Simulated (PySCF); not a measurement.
# H8N4Y (Y(NH2)4-): the cost of one run

The runs use PySCF 2.14.0; several levels, as the steps say, no spin–orbit coupling.

### Step 1. Starting geometry

13 atoms, charge -1, spin multiplicity 1.

Bond lengths: Y1–N2 2.230 Å, Y1–N5 2.230 Å, Y1–N8 2.230 Å, Y1–N11 2.230 Å, N2–H3 1.021 Å, N2–H4 1.020 Å, N5–H6 1.020 Å, N5–H7 1.021 Å, N8–H9 1.020 Å, N8–H10 1.021 Å, N11–H12 1.021 Å, N11–H13 1.020 Å. Angles: N2–Y1–N5 111.1°, N2–Y1–N8 106.3°, N2–Y1–N11 111.1°, N5–Y1–N8 111.1°, N5–Y1–N11 106.3°, N8–Y1–N11 111.1°, Y1–N2–H3 124.1°, Y1–N2–H4 130.4°, H3–N2–H4 105.3°, Y1–N5–H6 130.4°, Y1–N5–H7 124.1°, H6–N5–H7 105.3°, Y1–N8–H9 130.4°, Y1–N8–H10 124.1°, H9–N8–H10 105.3°, Y1–N11–H12 124.1°, Y1–N11–H13 130.4°, H12–N11–H13 105.3°.

Geometry (Å):

| atom | x (Å) | y (Å) | z (Å) |
| --- | --- | --- | --- |
| Y1 | 0.00006 | 0.00000 | 0.00000 |
| N2 | 1.33769 | 1.31891 | 1.20232 |
| H3 | 2.19962 | 1.00460 | 1.65067 |
| H4 | 1.29032 | 2.32137 | 1.38190 |
| N5 | -1.33752 | -1.20239 | 1.31891 |
| H6 | -1.29015 | -1.38194 | 2.32136 |
| H7 | -2.19999 | -1.65029 | 1.00449 |
| N8 | 1.33769 | -1.31891 | -1.20232 |
| H9 | 1.29032 | -2.32137 | -1.38190 |
| H10 | 2.19962 | -1.00460 | -1.65067 |
| N11 | -1.33752 | 1.20239 | -1.31891 |
| H12 | -2.19999 | 1.65029 | -1.00449 |
| H13 | -1.29015 | 1.38194 | -2.32136 |

Formal oxidation states: Y +3. An earlier session relaxed this geometry at PBE0, Y def2-SVP with ECP28, N def2-SVP, H def2-SVP (singlet, point group S4).

At PBE0 on the finer grid: E = -261.853381 Eh, HOMO -1.15 eV, LUMO 3.84 eV, Mulliken charge on Y1 +0.55 e, largest force component 0.014 eV/Å. 

Levels to run: TPSSh; BLYP; PBE0, TZVP. Hardware: 2 threads of Intel Xeon 6975P-C (Granite Rapids), shared host.

### Step 2. TPSSh

The input, run.py (the lines that set the calculation):

```python
mol = gto.M(atom='''
Y      0.00006     0.00000     0.00000
N      1.33769     1.31891     1.20232
H      2.19962     1.00460     1.65067
H      1.29032     2.32137     1.38190
N     -1.33752    -1.20239     1.31891
H     -1.29015    -1.38194     2.32136
H     -2.19999    -1.65029     1.00449
N      1.33769    -1.31891    -1.20232
H      1.29032    -2.32137    -1.38190
H      2.19962    -1.00460    -1.65067
N     -1.33752     1.20239    -1.31891
H     -2.19999     1.65029    -1.00449
H     -1.29015     1.38194    -2.32136''',
    basis={'Y': 'def2-SVP', 'N': 'def2-SVP', 'H': 'def2-SVP'},
    ecp={'Y': 'def2-SVP'},
    charge=-1, spin=0)
mf = dft.RKS(mol, xc='TPSSH')
mf.grids.atom_grid = (75, 302)
mf = mf.density_fit()  # fitting sets: Y def2-universal-JKFIT, N def2-universal-JKFIT, H def2-universal-JKFIT
mf.conv_tol = 1e-08; mf.max_cycle = 55
mf.kernel(dm0)  # dm0: the density of the relaxed state
```

On the command line:

```console
$ OMP_NUM_THREADS=2 python run.py
```

**Question.** How long does this run take on 2 threads of Intel Xeon 6975P-C (Granite Rapids), shared host?

About 12 s.
